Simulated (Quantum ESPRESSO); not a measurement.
The system is Nb2HPb2.

```
Nb H Pb
1.0
     4.49697    0.00000    0.00000
    -2.24848    3.89449    0.00000
     0.00000    0.00000    7.43290
Nb H Pb
2 1 2
Direct
  0.66667 0.33333 0.37504
  0.33333 0.66667 0.62496
  0.00000 0.00000 0.00000
  0.66667 0.33333 0.74673
  0.33333 0.66667 0.25327
```

The cell was built by a generator and needn't be a form met in nature.

Base run:

```yaml
Program: Quantum ESPRESSO 7.5
Functional: PBE
Potentials_or_basis: SSSP 1.3 efficiency PBE
Cutoff: 816 eV
Density_cutoff: 6531 eV
k_mesh: 7 × 7 × 4
Occupations: fermi-dirac, width 0.05 eV
Spin: no spin polarisation
```

Its results: band gap on the k mesh none (metal or under the smearing width); pressure 3.6 GPa; largest force 2.265 eV/Å.

Problem. The run is repeated on the same cell with these changes: occupations from fermi-dirac, width 0.05 eV to gaussian, width 0.136 eV; dispersion from none to D3M. What comes out?

Solution. Band gap on the k mesh none (metal or under the smearing width); pressure -9.6 GPa; largest force 1.053 eV/Å.

Caveats: forces of over 1 eV/Å show positions far from the minimum, so gaps and moduli don't describe the material at rest; some levels on the path didn't converge (some runs); spin-orbit coupling is left out, which moves the levels of the heavy elements (some runs); pairwise dispersion overbinds metals, which lowers pressure and volume (some runs).
